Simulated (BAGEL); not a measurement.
# SiNH2ClF (SMILES N[Si](F)Cl) at UHF/6-311+G(d,p) (density fitting with qzvpp-jkfit)

What is the vertical ionisation energy of SiNH2ClF at UHF/6-311+G** (density fitting with qzvpp-jkfit)? 

The calculation is run with BAGEL 1.2.2.

**1. Starting point**

The species is SiNH2ClF (6 atoms), meant as a doublet with charge 0. As SMILES, `N[Si](F)Cl`. The shape is that of a PBE0-D4/def2-TZVP optimisation. This is one conformer, not always the lowest.

Bond lengths: N1–Si2 1.704 Å, Si2–F3 1.597 Å, Si2–Cl4 2.056 Å, N1–H5 1.008 Å, N1–H6 1.009 Å. Angles: N1–Si2–F3 106.5°, N1–Si2–Cl4 107.7°, F3–Si2–Cl4 110.2°, Si2–N1–H5 119.8°, Si2–N1–H6 119.7°, H5–N1–H6 112.0°.

**2. A single-point energy at UHF/6-311+G(d,p) (density fitting with qzvpp-jkfit)**

hf.json

```json
{ "bagel" : [

{
  "title" : "molecule",
  "basis" : "6-311+gss.json",
  "df_basis" : "qzvpp-jkfit",
  "angstrom" : true,
  "geometry" : [
    { "atom" : "N", "xyz" : [   -0.453500,    0.751300,    0.053100 ] },
    { "atom" : "Si", "xyz" : [    0.437600,   -0.601100,   -0.475800 ] },
    { "atom" : "F", "xyz" : [    1.950700,   -0.348100,   -0.031300 ] },
    { "atom" : "Cl", "xyz" : [   -0.315600,   -2.258400,    0.480800 ] },
    { "atom" : "H", "xyz" : [   -1.460600,    0.711500,    0.073400 ] },
    { "atom" : "H", "xyz" : [   -0.116400,    1.680800,   -0.146500 ] }
  ]
},
{
  "title" : "uhf",
  "nopen" : 1
},
{
  "title" : "print",
  "file" : "orbitals.molden",
  "orbitals" : true
}

]}
```

The basis set 6-311+G** is read from a file made from the Basis Set Exchange's data (not shown).

Started as:

```bash
$ BAGEL_NUM_THREADS=1 BAGEL hf.json > hf.out
```

The log of the run:

```text
* using 1 threads per process

  ===============================================================
  ===============================================================

  *** Geometry ***

  { "atom" : "N", "xyz" : [     -0.856991,      1.419751,      0.100344 ] },
  { "atom" : "Si", "xyz" : [      0.826944,     -1.135914,     -0.899132 ] },
  { "atom" : "F", "xyz" : [      3.686289,     -0.657814,     -0.059148 ] },
  { "atom" : "Cl", "xyz" : [     -0.596398,     -4.267757,      0.908580 ] },
  { "atom" : "H", "xyz" : [     -2.760134,      1.344540,      0.138706 ] },
  { "atom" : "H", "xyz" : [     -0.219964,      3.176252,     -0.276845 ] },

  Number of auxiliary basis functions:      446

  Since a DF basis is specified, we compute 2- and 3-index integrals:
    o Being stored without compression. Storage requirement is 0.048 GB

  Number of basis functions:      116
  Number of electrons      :       49

    * METHOD: MOLECULE                             0.23

  *** Open-shell HF ***

  === Nuclear Repulsion ===
   215.5842678658

      * DIIS with orbital gradients will be used.

  === UHF iteration (6-311+gss.json) ===
      0       -903.21566510          0.06088952           0.18
      1       -903.47664208          0.04338422           0.19
      2       -903.58345028          0.02743429           0.18
      3       -903.65220177          0.00128495           0.18
      4       -903.65335283          0.00049596           0.18
      5       -903.65353026          0.00021223           0.18
      6       -903.65356809          0.00007333           0.18
      7       -903.65357661          0.00003464           0.18
      8       -903.65357930          0.00001297           0.18
      9       -903.65357974          0.00000748           0.18
     10       -903.65357997          0.00000346           0.18
     11       -903.65358003          0.00000155           0.18
     12       -903.65358003          0.00000084           0.18
     13       -903.65358004          0.00000047           0.18
     14       -903.65358004          0.00000024           0.18
     15       -903.65358004          0.00000010           0.18
     16       -903.65358004          0.00000005           0.19
     17       -903.65358004          0.00000002           0.18
     18       -903.65358004          0.00000001           0.18
    * SCF iteration converged.

    * S^2 (UHF) is 0.7550

    * Permanent dipole moment:
           (    0.701963,    -0.850708,     0.630161) a.u.

    * METHOD: UHF                                  3.68

    * METHOD: PRINT                                0.03

  ===============================================================
```

Run time: 4.2 s. Hardware: 1 thread of Arm Neoverse V1, shared host; peak memory 0.15 GiB.

**3. The singlet cation**

input.json

```json
{ "bagel": [

{
  "title": "molecule",
  "basis": "6-311+gss.json",
  "df_basis": "qzvpp-jkfit",
  "angstrom": true,
  "geometry": [
    { "atom": "N", "xyz": [      -0.453500,       0.751300,       0.053100 ] },
    { "atom": "Si", "xyz": [       0.437600,      -0.601100,      -0.475800 ] },
    { "atom": "F", "xyz": [       1.950700,      -0.348100,      -0.031300 ] },
    { "atom": "Cl", "xyz": [      -0.315600,      -2.258400,       0.480800 ] },
    { "atom": "H", "xyz": [      -1.460600,       0.711500,       0.073400 ] },
    { "atom": "H", "xyz": [      -0.116400,       1.680800,      -0.146500 ] }
  ]
},

{ "title": "hf", "charge": 1 },

{ "title": "print", "file": "orbitals.molden", "orbitals": true }

]}
```

The basis set 6-311+G** is read from a file made from the Basis Set Exchange's data (not shown).

Started as:

```bash
$ BAGEL_NUM_THREADS=1 BAGEL input.json > input.out
```

The log of the run:

```text
* using 1 threads per process

  ===============================================================
  ===============================================================

  *** Geometry ***

  { "atom" : "N", "xyz" : [     -0.856991,      1.419751,      0.100344 ] },
  { "atom" : "Si", "xyz" : [      0.826944,     -1.135914,     -0.899132 ] },
  { "atom" : "F", "xyz" : [      3.686289,     -0.657814,     -0.059148 ] },
  { "atom" : "Cl", "xyz" : [     -0.596398,     -4.267757,      0.908580 ] },
  { "atom" : "H", "xyz" : [     -2.760134,      1.344540,      0.138706 ] },
  { "atom" : "H", "xyz" : [     -0.219964,      3.176252,     -0.276845 ] },

  Number of auxiliary basis functions:      446

  Since a DF basis is specified, we compute 2- and 3-index integrals:
    o Being stored without compression. Storage requirement is 0.048 GB

  Number of basis functions:      116
  Number of electrons      :       49

    * METHOD: MOLECULE                             0.23

  *** RHF ***

  === Nuclear Repulsion ===
   215.5842678658

      * DIIS with orbital gradients will be used.

  === RHF iteration (6-311+gss.json) ===
      0       -902.95025104          0.02950256           0.09
      1       -903.14787356          0.02291447           0.09
      2       -903.33033763          0.00149213           0.09
      3       -903.33224901          0.00041591           0.09
      4       -903.33239633          0.00013211           0.09
      5       -903.33241492          0.00004523           0.09
      6       -903.33241789          0.00002252           0.09
      7       -903.33241854          0.00000848           0.09
      8       -903.33241864          0.00000427           0.09
      9       -903.33241866          0.00000183           0.09
     10       -903.33241866          0.00000070           0.09
     11       -903.33241866          0.00000027           0.09
     12       -903.33241866          0.00000014           0.09
     13       -903.33241866          0.00000007           0.09
     14       -903.33241866          0.00000003           0.09
     15       -903.33241866          0.00000002           0.09
     16       -903.33241866          0.00000001           0.09
    * SCF iteration converged.

    * Permanent dipole moment:
           (    0.914821,    -1.150829,     1.521273) a.u.

    * METHOD: HF                                   1.69

    * METHOD: PRINT                                0.03

  ===============================================================
```

It took 2.1 s on 1 thread of Arm Neoverse V1, shared host; peak memory 0.15 GiB.

**4. Results**

At UHF/6-311+G** (density fitting with qzvpp-jkfit):

```
                                          quantity          value
                    doublet SiNH2ClF: total energy  -903.65358 Eh
                   doublet SiNH2ClF: dipole moment         3.23 D
                            doublet SiNH2ClF: ⟨S²⟩          0.755
                      singlet cation: total energy  -903.33242 Eh
                       singlet cation: HOMO energy      -18.40 eV
                       singlet cation: LUMO energy       -7.68 eV
                     singlet cation: HOMO–LUMO gap       10.71 eV
vertical ionisation energy (to the singlet cation)       8.739 eV
```

Removing an electron at fixed nuclei costs 8.74 eV (843 kJ/mol). Only the singlet of the ionised species was computed; a triplet could lie lower.
